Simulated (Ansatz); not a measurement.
# PtSe2: the cost of one run

Method: DFT PBEsol, scalar-relativistic, plane waves, PAW, in Ansatz 0.2.0.

The COD entry's cell or inner coordinates are ideal or old and differ from later refinements, so a difference from it is no clean test against experiment.

**1. The starting structure**

It takes space group P-3m1 (No. 164, trigonal). Conventional cell: a = 3.724 Å, b = 3.724 Å, c = 5.062 Å, α = 90.00°, β = 90.00°, γ = 120.00°. Pt (site symmetry -3m) is surrounded by 6 Se at 2.49 Å. Se (site symmetry 3m) is surrounded by 3 Pt at 2.49 Å.

Coordinates:

```xyz
3
Lattice="3.7240 0.0000 0.0000 -1.8620 3.2251 0.0000 0.0000 0.0000 5.0620" Properties=species:S:1:pos:R:3 pbc="T T T"
Pt    0.0000    0.0000    0.0000
Se    0.0000    2.1501    1.2655
Se    1.8620    1.0750    3.7965
```

No relaxation comes first: the listed cell is the starting point.

**2. Zero of energy**

The reference gives a free energy of -23233.4540 eV, pressure 2.13 GPa, largest force 0.310 eV/Å and gap on the mesh none (metal). It was computed beforehand with the settings of the runs below.

**3. The scan: a two-dimensional strain map**

The cell is strained by p along both x and y and by q along z, with fractional coordinates fixed.

**4. Point p = -0.080, q = -0.080**

input.yaml

```yaml
crystal:
  lattice:
    - [3.4260805562, 0.0, 0.0]
    - [-1.7130402781, 2.9670727971, 0.0]
    - [0.0, 0.0, 4.65704]
  atoms:
    - { symbol: Pt, position: [0.0, 0.0, 0.0] }
    - { symbol: Se, position: [0.3333333333, 0.6666666667, 0.25] }
    - { symbol: Se, position: [0.6666666667, 0.3333333333, 0.75] }
basis:
  ecutwfc: 420
kpoints:
  mp_grid: { grid: [12, 12, 10] }
hamiltonian:
  xc: pbesol
scf:
  occupations: { method: gaussian, width: 0.15 }
output:
  forces: true
  stress: true
  eigenvalues: true
  write_density: true
  write_potential: true
  elf: true
  volumetric_format: npy
```

Run with:

```bash
ansatz run input.yaml --threads 1 --pin off --max-ram 2560MiB --backend cpu --events-out ev --progress --plain --runs-dir out
```

**Question.** How long does this run take on 1 thread of Arm Neoverse V1, shared host, and how much memory does it need?

About 14 s, with a peak of 0.43 GiB.
